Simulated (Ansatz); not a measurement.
# CH3AlO (SMILES [CH3][Al]=[O]): wB97M-V/aug-cc-pVDZ

Aim: the electronic atomisation energy of CH3AlO at wB97M-V/aug-cc-pVDZ, from 5 runs. 

The results are computed with Ansatz 0.2.0.

61 further runs of the same task are left out: 8 that didn't finish, 53 set aside as unsound or not needed. Runs told in other sessions of the task aren't counted.

### 1 The molecule

CH3AlO has 6 atoms, charge 0, and is taken as a singlet. SMILES: `[CH3][Al]=[O]`. The shape is that of a PBE0-D4/def2-TZVP optimisation.

Bond lengths: C1–Al2 1.935 Å, Al2–O3 1.596 Å, C1–H4 1.092 Å, C1–H5 1.092 Å, C1–H6 1.092 Å. Angles: C1–Al2–O3 180.0°, Al2–C1–H4 110.5°, Al2–C1–H5 110.5°, Al2–C1–H6 110.5°, H4–C1–H5 108.4°, H4–C1–H6 108.4°, H5–C1–H6 108.4°.

### 2 A single-point energy at wB97M-V/aug-cc-pVDZ

Input file input.yaml:

```yaml
crystal:
  periodic: [false, false, false]
  atoms:
    - {symbol: C, position_ang: [-0.412500, 0.498200, -0.315400]}
    - {symbol: Al, position_ang: [0.696700, -0.841400, 0.532500]}
    - {symbol: O, position_ang: [1.611700, -1.946300, 1.232100]}
    - {symbol: H, position_ang: [0.065200, 1.479100, -0.263900]}
    - {symbol: H, position_ang: [-1.383600, 0.560900, 0.180800]}
    - {symbol: H, position_ang: [-0.577400, 0.249400, -1.366100]}
basis:
  gaussian:
    orbitals: aug-cc-pVDZ
hamiltonian:
  xc: {name: wB97M-V}
accuracy: high
output:
  orbitals: {seedname: orbitals}
```

Run with:

```
ansatz run input.yaml --threads 1 --pin off --max-ram 3480MiB --events-out events.jsonl --progress --plain --runs-dir runs
```

Output:

```text
Warning: RAYON_NUM_THREADS=1 ignored (pool sized by the plan → 1); use --threads N
Functional definition: wB97M-V
  name "wB97M-V"
  parameter omega = 0.3/bohr
  parameter cx = 0.15
  parameter cx01 = 1.007
  parameter cx10 = 0.259
  parameter css00 = 0.443
  parameter css04 = -1.437
  parameter css10 = -4.535
  parameter css20 = -3.390
  parameter css43 = 4.278
  parameter cos00 = 1.000
  parameter cos10 = 1.358
  parameter cos20 = 2.924
  parameter cos21 = -8.812
  parameter cos60 = -1.390
  parameter cos61 = 9.142
  parameter b = 6.0
  parameter c = 0.01
  gx(w, u) = 1 - cx + cx01*u + cx10*w
  gss(w, u) = css00 + css04*u^4 + css10*w + css20*w^2 + css43*w^4*u^3
  gos(w, u) = cos00 + cos10*w + (cos20 + cos21*u)*w^2 + (cos60 + cos61*u)*w^6
  exchange = spin_sum(e_x_unif_sr(omega)*gx(b97_w, b97_u_x)) + cx*exact_x_sr(omega) + exact_x_lr(omega)
  correlation = spin_sum(e_c_pw_mod_same_spin*gss(b97_w, b97_u_same))
      + integral(e_c_pw_mod_opposite_spin*gos(b97_w_opposite, b97_u_opposite)) + vv10(b, c)
1876 factors; integrals over basis functions are off by at most 3.5e-9 eV
497 factors; integrals over basis functions are off by at most 1.3e-9 eV
mean field evaluation 1: about -9717.1066 eV, gradient 7.3e1 eV
mean field evaluation 2: about -9673.5499 eV, gradient 1.5e2 eV
mean field evaluation 4: about -9728.1955 eV, gradient 7.2e0 eV
mean field evaluation 8: about -9728.3183 eV, gradient 3.7e-2 eV
mean field evaluation 16: about -9728.3183 eV, gradient 3.9e-6 eV
mean field -9728.31829334 eV, -357.5091031893 hartree, gradient 6.0e-8 eV, S^2 0.000000; 0 other end points of the search recorded, 0 dependent functions left out
reference -9728.31830106 eV, -357.5091034730 hartree; 15, 15 occupied and 85, 85 virtual orbitals, 1876 factors
Total energy: -9728.31830106 eV, -357.5091034730 hartree
```

It took 49 s on 1 thread of Intel Xeon Platinum 8259CL at 2.50GHz (Skylake/Cascade Lake), shared host; peak memory 0.57 GiB.

### 3 The Al atom at the same level

Input file run.yaml:

```yaml
crystal:
  periodic: [false, false, false]
  atoms:
    - {symbol: Al, position_ang: [0.000000, 0.000000, 0.000000]}
basis:
  gaussian:
    orbitals: aug-cc-pVDZ
magnetization:
  spin_polarized: true
  initial_magnetization: 1
hamiltonian:
  xc: {name: wB97M-V}
accuracy: high
```

Run the same way, it converges to -242.34708 Eh (log not shown).

### 4 The C atom

Input file input.yaml:

```yaml
crystal:
  periodic: [false, false, false]
  atoms:
    - symbol: C
      position_ang: [0.000000, 0.000000, 0.000000]
basis:
  gaussian:
    orbitals: aug-cc-pVDZ
hamiltonian:
  xc: {name: wB97M-V}
magnetization:
  spin_polarized: true
  initial_magnetization: 2
accuracy: high
```

Run the same way, it converges to -37.84123 Eh (log not shown).

### 5 The H atom

Input file molecule.yaml:

```yaml
crystal:
  periodic: [false, false, false]
  atoms:
    - {symbol: H, position_ang: [0.000000, 0.000000, 0.000000]}
basis:
  gaussian: {orbitals: aug-cc-pVDZ}
magnetization: {spin_polarized: true, initial_magnetization: 1}
hamiltonian: {xc: {name: wB97M-V}}
accuracy: high
```

Run the same way, it converges to -0.49284 Eh (log not shown).

### 6 The O atom at the same level

Input file input.yaml:

```yaml
basis:
  gaussian: {orbitals: aug-cc-pVDZ}
crystal:
  periodic: [false, false, false]
  atoms:
    - {symbol: O, position_ang: [0.000000, 0.000000, 0.000000]}
magnetization: {spin_polarized: true, initial_magnetization: 2}
hamiltonian: {xc: {name: wB97M-V}}
accuracy: high
```

Run the same way, it converges to -75.05860 Eh (log not shown).

### 7 Results

At wB97M-V/aug-cc-pVDZ:

```
                     quantity          value
       molecule: total energy  -357.50910 Eh
        molecule: HOMO energy       -9.68 eV
        molecule: LUMO energy       -0.42 eV
      molecule: HOMO–LUMO gap        9.26 eV
        Al atom: total energy  -242.34708 Eh
                Al atom: ⟨S²⟩          0.751
         C atom: total energy   -37.84123 Eh
                 C atom: ⟨S²⟩          2.002
         H atom: total energy    -0.49284 Eh
                 H atom: ⟨S²⟩          0.750
         O atom: total energy   -75.05860 Eh
                 O atom: ⟨S²⟩          2.004
electronic atomisation energy      21.325 eV
```

Taking the molecule apart into free atoms costs 21.32 eV (2058 kJ/mol), before zero-point energy and without spin-orbit coupling.
